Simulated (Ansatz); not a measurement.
# CH₇ClOSi₂: small, medium and large basis sets

The task here is to estimate one member of a computed series from the others.

Program: Ansatz 0.2.0, Gaussian basis. Level of theory: one geometry, several basis sets. These are calculated values, not measurements.

The runs, in order: PBE0-D4/def2-SVP; ωB97M-V/def2-SVP; PBE0-D4/def2-QZVPP; ωB97M-V/def2-QZVPP; the functionals' def2-TZVPP values are taken from earlier runs.

## The geometry

All runs share one geometry, relaxed beforehand with PBE0-D4 in a triple-zeta def2 set.

SMILES `C[SiH2][SiH](O)Cl`, 12 atoms, charge 0, spin multiplicity 1.

Atoms are counted from 1 here; the program's logs count them from 0.

Bond lengths: C1–Si2 1.873 Å, C1–H6 1.092 Å, C1–H7 1.092 Å, C1–H8 1.092 Å, Si2–Si3 2.336 Å, Si2–H9 1.490 Å, Si2–H10 1.490 Å, Si3–O4 1.642 Å, Si3–Cl5 2.074 Å, Si3–H11 1.487 Å, O4–H12 0.959 Å. Angles: Si2–C1–H6 110.8°, Si2–C1–H7 110.4°, Si2–C1–H8 110.4°, H6–C1–H7 108.4°, H6–C1–H8 108.5°, H7–C1–H8 108.2°, C1–Si2–Si3 109.8°, C1–Si2–H9 111.3°, C1–Si2–H10 111.3°, Si3–Si2–H9 108.9°, Si3–Si2–H10 107.4°, H9–Si2–H10 107.9°, Si2–Si3–O4 107.3°, Si2–Si3–Cl5 108.2°, Si2–Si3–H11 116.2°, O4–Si3–Cl5 109.9°, O4–Si3–H11 110.8°, Cl5–Si3–H11 104.4° and more.

Set-up of the first run:

in.yaml reads:

```yaml
crystal:
  periodic: [false, false, false]
  atoms:
    - {symbol: C, position_ang: [-1.520926, -0.736321, -0.868351]}
    - {symbol: Si, position_ang: [-0.183091, -1.056376, 0.402119]}
    - {symbol: Si, position_ang: [1.108103, 0.868116, 0.695924]}
    - {symbol: O, position_ang: [1.780083, 1.233346, -0.757578]}
    - {symbol: Cl, position_ang: [-0.149347, 2.404416, 1.297576]}
    - {symbol: H, position_ang: [-2.148997, -1.619672, -1.001673]}
    - {symbol: H, position_ang: [-2.155339, 0.094117, -0.551811]}
    - {symbol: H, position_ang: [-1.077177, -0.478721, -1.832090]}
    - {symbol: H, position_ang: [0.706522, -2.175565, -0.017350]}
    - {symbol: H, position_ang: [-0.766936, -1.406175, 1.727082]}
    - {symbol: H, position_ang: [2.148646, 0.804417, 1.756680]}
    - {symbol: H, position_ang: [2.335558, 2.013216, -0.816629]}
basis:
  gaussian: {orbitals: def2-SVP}
hamiltonian: {xc: pbe0, dispersion: d4}
output: {orbitals: {seedname: orbitals}}
```

Run with:

```
$ ansatz run in.yaml --threads 4 --pin off --events-out ev --progress --plain --max-ram 10444MiB
```

Steps of the session up to this table: PBE0-D4 in def2-SVP; ωB97M-V in def2-SVP; PBE0-D4 in def2-QZVPP; ωB97M-V in def2-QZVPP.

One of the session's tables, all rows but one given; the rest of the session is left out.

It belongs to the step «Density functionals: the series». 

```
functional       basis  HOMO (eV)  LUMO (eV)
   PBE0-D4    def2-SVP      -7.79       0.18
   PBE0-D4  def2-TZVPP      -7.88      -0.28
   PBE0-D4  def2-QZVPP      -7.90      -0.44
   ωB97M-V    def2-SVP      -9.81       2.01
   ωB97M-V  def2-TZVPP      -9.93       1.38
   ωB97M-V  def2-QZVPP          ?          ?
```

Q: Estimate the row for ωB97M-V, def2-QZVPP from the others.

The run gave: HOMO (eV): -9.96; LUMO (eV): 1.03. In the column «HOMO (eV)» it is the lowest.
